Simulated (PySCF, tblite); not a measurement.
# C7H14: a rotation path, then NMR shifts on frames

How do NMR shifts of C7H14 (`CC(C)(C)C1CC1`) change as the atoms move?

Programs: tblite 0.8.0 and PySCF 2.14.0, with density-fitted response routines of our own. Each step states its level of theory. These are calculated values for one molecule in the gas phase, unless marked as measured. Atoms count from 0, in the outputs and in this text.

## Step 1: Starting geometry

21 atoms, charge 0, multiplicity 1; geometry from: GFN2-xTB.

Bonds of the start (Å): C0–C1 1.53, C1–C2 1.53, C1–C3 1.53, C1–C4 1.52, C4–C5 1.50, C5–C6 1.50, C6–C4 1.50, C0–H7 1.09, C0–H8 1.09, C0–H9 1.09, C2–H10 1.09, C2–H11 1.09, C2–H12 1.09, C3–H13 1.09, C3–H14 1.09, C3–H15 1.09, C4–H16 1.09, C5–H17 1.08, C5–H18 1.08, C6–H19 1.08, C6–H20 1.08.

## Step 2: A band between two rotamers with GFN2-xTB

Job settings and geometry (Å):

```
{"job": {"kind": "neb", "xc": "GFN2-xTB", "basis": "xTB", "atoms": [0, 1, 4, 5], "turn": 120}, "charge": 0, "multiplicity": 1}
C     -0.792735     0.694207     1.568697
C     -0.543734     0.120587     0.168824
C     -1.525830     0.753415    -0.824209
C     -0.779816    -1.390160     0.203028
C      0.869184     0.503179    -0.253402
C      2.094164    -0.266706     0.137331
C      1.656773    -0.229925    -1.296286
H     -0.090850     0.269257     2.282687
H     -1.803708     0.466498     1.898949
H     -0.667220     1.774885     1.568313
H     -1.404301     1.834331    -0.848360
H     -2.551533     0.529746    -0.539491
H     -1.352502     0.367727    -1.826396
H     -0.112904    -1.878346     0.908765
H     -0.637206    -1.834047    -0.778791
H     -1.802574    -1.590266     0.515570
H      0.992880     1.581774    -0.263483
H      1.980838    -1.194312     0.675701
H      2.975704     0.287950     0.423599
H      1.249386    -1.132859    -1.722646
H      2.237063     0.350007    -1.998872
```

Level: GFN2-xTB climbing-image nudged elastic band, gas phase.

Command:

```
$ OMP_NUM_THREADS=1 python probes_run.py task.json out
```

One launch serves the whole session: the jobs run in the order shown.

The program printed:

```text
image   E - E0 / eV
  0       0.0000
  1       0.0059
  2       0.0358
  3       0.0810
  4       0.1025
  5       0.0837
  6       0.0388
  7       0.0063
  8      -0.0000
```

Run time: 2.8 s. Hardware: 1 thread of Arm Neoverse V1, shared host; peak memory 0.18 GiB.

The final band, with the dihedral C0–C1–C4–C5:

```
image  dihedral (°)  energy (eV)  energy (kcal/mol)
    0            84        0.000                0.0
    1            98        0.006                0.1
    2           113        0.036                0.8
    3           128        0.081                1.9
    4           143        0.102                2.4
    5           157        0.084                1.9
    6           172        0.039                0.9
    7           188        0.006                0.1
    8           203        0.000                0.0
```

## Step 3: NMR shieldings: image 0, PBE0/pcSseg-1

Job settings and geometry (Å):

```
{"job": {"kind": "nmr", "xc": "PBE0", "basis": "pcSseg-1", "pop": false}, "charge": 0, "multiplicity": 1}
C     -0.792700     0.694200     1.568700
C     -0.543700     0.120600     0.168800
C     -1.525800     0.753400    -0.824200
C     -0.779800    -1.390200     0.203000
C      0.869200     0.503200    -0.253400
C      2.094200    -0.266700     0.137300
C      1.656800    -0.229900    -1.296300
H     -0.090800     0.269300     2.282700
H     -1.803700     0.466500     1.898900
H     -0.667200     1.774900     1.568300
H     -1.404300     1.834300    -0.848400
H     -2.551500     0.529700    -0.539500
H     -1.352500     0.367700    -1.826400
H     -0.112900    -1.878300     0.908800
H     -0.637200    -1.834000    -0.778800
H     -1.802600    -1.590300     0.515600
H      0.992900     1.581800    -0.263500
H      1.980800    -1.194300     0.675700
H      2.975700     0.288000     0.423600
H      1.249400    -1.132900    -1.722600
H      2.237100     0.350000    -1.998900
```

Level: GIAO PBE0/pcSseg-1 NMR shielding, non-relativistic, gas phase.

The program printed:

```text
coarse grid: 16288 points
cycle   1  E = -274.6677430031  dE =  7.241e-01  |g| = 4.696e-01  |ddm| = 3.823e+00
cycle   2  E = -274.6549482759  dE =  1.279e-02  |g| = 5.322e-01  |ddm| = 9.338e-01
cycle   3  E = -274.7293667973  dE = -7.442e-02  |g| = 4.044e-02  |ddm| = 5.334e-01
cycle   4  E = -274.7295990961  dE = -2.323e-04  |g| = 2.465e-02  |ddm| = 6.666e-02
cycle   5  E = -274.7297387845  dE = -1.397e-04  |g| = 3.929e-03  |ddm| = 2.544e-02
cycle   6  E = -274.7297420503  dE = -3.266e-06  |g| = 1.011e-03  |ddm| = 4.520e-03
final grid: 153664 points
cycle   7  E = -274.7742241086  dE = -7.210e-05  |g| = 1.027e-02  |ddm| = 4.959e-02
cycle   8  E = -274.7742138809  dE =  1.023e-05  |g| = 1.210e-02  |ddm| = 2.139e-02
cycle   9  E = -274.7742517228  dE = -3.784e-05  |g| = 7.732e-04  |ddm| = 1.200e-02
cycle  10  E = -274.7742518383  dE = -1.155e-07  |g| = 3.261e-04  |ddm| = 1.188e-03
cycle  11  E = -274.7742518626  dE = -2.434e-08  |g| = 4.781e-05  |ddm| = 2.939e-04
cycle  12  E = -274.7742518631  dE = -4.384e-10  |g| = 1.936e-05  |ddm| = 7.019e-05
converged SCF energy = -274.7742518631

GIAO shielding tensors (ppm)
atom      isotropic    diamagn.    paramagn.     s11        s22        s33       span
  0 C      153.871     247.777     -93.906    135.639    139.333    186.642     51.003
  1 C      155.057     241.630     -86.573    150.188    154.314    160.669     10.481
  2 C      153.860     247.764     -93.904    135.795    139.165    186.620     50.825
  3 C      164.124     248.756     -84.633    149.239    153.013    190.120     40.881
  4 C      161.332     248.728     -87.396    127.050    144.372    212.573     85.522
  5 C      184.625     253.189     -68.564    159.925    178.228    215.722     55.797
  6 C      184.597     253.170     -68.573    159.943    178.247    215.601     55.658
  7 H       30.526      31.569      -1.043     26.224     28.973     36.381     10.158
  8 H       30.777      31.428      -0.651     26.821     28.059     37.451     10.630
  9 H       30.619      31.563      -0.943     27.167     27.861     36.830      9.663
 10 H       30.620      31.556      -0.937     27.164     27.861     36.834      9.671
 11 H       30.769      31.419      -0.649     26.818     28.056     37.435     10.617
 12 H       30.529      31.563      -1.034     26.238     28.959     36.390     10.152
 13 H       31.274      32.355      -1.081     26.411     30.180     37.230     10.819
 14 H       31.278      32.349      -1.070     26.445     30.136     37.254     10.808
 15 H       31.146      31.762      -0.616     27.185     28.572     37.681     10.496
 16 H       31.138      33.820      -2.681     24.343     29.720     39.353     15.010
 17 H       31.459      32.624      -1.165     25.138     30.243     38.995     13.857
 18 H       31.395      30.921       0.475     25.374     26.407     42.404     17.030
 19 H       31.460      32.616      -1.156     25.144     30.237     38.997     13.853
 20 H       31.394      30.914       0.480     25.374     26.404     42.403     17.029
```

It took 24 s on 1 thread of Arm Neoverse V1, shared host; peak memory 0.79 GiB.

Shifts follow as δ = σ(reference) − σ, with reference shieldings (ppm) from runs at the same level and on the same kind of geometry: ¹H TMS 31.72, ¹³C TMS 186.9. The references are single molecules in the gas phase. Each atom is listed at this fixed geometry, with no averaging over motion; a spectrum would average atoms that exchange fast.

```
atoms                               environment  σ (ppm)  δ (ppm)
   C2                             methyl carbon    153.9     33.1
   C0                             methyl carbon    153.9     33.1
   C1                     quaternary sp3 carbon    155.1     31.9
   C4                three-membered-ring carbon    161.3     25.6
   C3                             methyl carbon    164.1     22.8
   C6                three-membered-ring carbon    184.6      2.3
   C5                three-membered-ring carbon    184.6      2.3
   H7               hydrogen on a methyl carbon    30.53     1.19
  H12               hydrogen on a methyl carbon    30.53     1.19
   H9               hydrogen on a methyl carbon    30.62     1.10
  H10               hydrogen on a methyl carbon    30.62     1.10
  H11               hydrogen on a methyl carbon    30.77     0.95
   H8               hydrogen on a methyl carbon    30.78     0.94
  H16  hydrogen on a three-membered-ring carbon    31.14     0.58
  H15               hydrogen on a methyl carbon    31.15     0.57
  H13               hydrogen on a methyl carbon    31.27     0.44
  H14               hydrogen on a methyl carbon    31.28     0.44
  H20  hydrogen on a three-membered-ring carbon    31.39     0.32
  H18  hydrogen on a three-membered-ring carbon    31.39     0.32
  H17  hydrogen on a three-membered-ring carbon    31.46     0.26
  H19  hydrogen on a three-membered-ring carbon    31.46     0.26
```

Ring of atoms C4, C5, C6: NICS(0) -43.6, NICS(1) -9.0, NICS(1)zz -23.6 ppm (means of both faces).

In rings of three or four atoms NICS is ruled by the nearby σ bonds, so it says little on aromaticity.

## Step 4: NMR shieldings: image 2, PBE0/pcSseg-1

Job settings and geometry (Å):

```
{"job": {"kind": "nmr", "xc": "PBE0", "basis": "pcSseg-1", "pop": false}, "charge": 0, "multiplicity": 1}
C     -0.907700     0.826000     1.536800
C     -0.518800     0.111300     0.237200
C     -1.431800     0.600500    -0.893800
C     -0.730000    -1.391000     0.432500
C      0.930300     0.468100    -0.093400
C      2.070200    -0.506900    -0.082400
C      1.594300     0.070300    -1.378300
H     -0.258800     0.519200     2.354400
H     -1.934400     0.588800     1.805700
H     -0.831600     1.905100     1.422600
H     -1.314900     1.671500    -1.043400
H     -2.473000     0.396800    -0.651300
H     -1.190900     0.096000    -1.826500
H     -0.124900    -1.762100     1.256400
H     -0.476500    -1.944700    -0.467600
H     -1.774800    -1.586100     0.666900
H      1.187000     1.463700     0.253100
H      1.874000    -1.550600     0.101300
H      3.022400    -0.177900     0.307600
H      1.066400    -0.579700    -2.058900
H      2.214400     0.798800    -1.879400
```

With the program's defaults for keys left out, this is: GIAO PBE0/pcSseg-1 NMR shielding, non-relativistic, gas phase.

The program printed:

```text
coarse grid: 16288 points
cycle   1  E = -274.6640696658  dE =  7.232e-01  |g| = 4.700e-01  |ddm| = 3.821e+00
cycle   2  E = -274.6516209219  dE =  1.245e-02  |g| = 5.314e-01  |ddm| = 9.266e-01
cycle   3  E = -274.7257732543  dE = -7.415e-02  |g| = 3.963e-02  |ddm| = 5.306e-01
cycle   4  E = -274.7259928473  dE = -2.196e-04  |g| = 2.443e-02  |ddm| = 6.676e-02
cycle   5  E = -274.7261299991  dE = -1.372e-04  |g| = 4.011e-03  |ddm| = 2.571e-02
cycle   6  E = -274.7261334413  dE = -3.442e-06  |g| = 1.001e-03  |ddm| = 4.634e-03
final grid: 153664 points
cycle   7  E = -274.7715753914  dE = -8.907e-05  |g| = 1.052e-02  |ddm| = 5.663e-02
cycle   8  E = -274.7715662308  dE =  9.161e-06  |g| = 1.215e-02  |ddm| = 2.098e-02
cycle   9  E = -274.7716043018  dE = -3.807e-05  |g| = 7.767e-04  |ddm| = 1.176e-02
cycle  10  E = -274.7716044140  dE = -1.122e-07  |g| = 3.579e-04  |ddm| = 1.324e-03
cycle  11  E = -274.7716044433  dE = -2.931e-08  |g| = 6.020e-05  |ddm| = 3.416e-04
cycle  12  E = -274.7716044441  dE = -7.594e-10  |g| = 1.943e-05  |ddm| = 8.532e-05
converged SCF energy = -274.7716044441

GIAO shielding tensors (ppm)
atom      isotropic    diamagn.    paramagn.     s11        s22        s33       span
  0 C      152.250     247.662     -95.412    129.592    141.336    185.823     56.231
  1 C      156.702     241.768     -85.066    151.752    154.921    163.432     11.680
  2 C      154.307     248.059     -93.752    135.137    143.177    184.606     49.470
  3 C      159.951     248.212     -88.261    141.908    153.417    184.529     42.621
  4 C      162.937     247.914     -84.977    128.067    144.097    216.647     88.580
  5 C      181.515     253.124     -71.609    154.524    177.143    212.877     58.352
  6 C      184.487     253.128     -68.640    158.041    178.387    217.034     58.993
  7 H       30.374      31.309      -0.935     26.385     28.278     36.459     10.075
  8 H       30.736      31.340      -0.603     26.845     28.043     37.321     10.476
  9 H       30.607      31.538      -0.931     26.981     28.071     36.769      9.788
 10 H       30.584      31.739      -1.155     27.283     27.721     36.749      9.466
 11 H       30.912      31.664      -0.752     26.805     28.345     37.587     10.782
 12 H       30.737      32.022      -1.284     26.122     29.970     36.120      9.998
 13 H       31.077      32.070      -0.993     26.743     29.219     37.269     10.526
 14 H       31.337      32.190      -0.853     26.843     30.108     37.061     10.219
 15 H       31.089      31.603      -0.514     27.100     28.635     37.531     10.431
 16 H       31.108      33.613      -2.505     23.608     30.223     39.492     15.884
 17 H       31.350      32.543      -1.193     25.236     30.338     38.477     13.241
 18 H       31.298      30.793       0.505     25.209     26.302     42.383     17.174
 19 H       31.641      32.579      -0.938     26.045     29.826     39.053     13.008
 20 H       31.379      31.074       0.305     25.415     26.445     42.278     16.863
```

Run time: 24 s. Hardware: 1 thread of Arm Neoverse V1, shared host; peak memory 0.86 GiB.

In short: δ C0 34.7, C2 32.6, C1 30.2, C3 27.0, H7 1.34, H10 1.13 ppm.

(Part 1 of 2 ends here.)
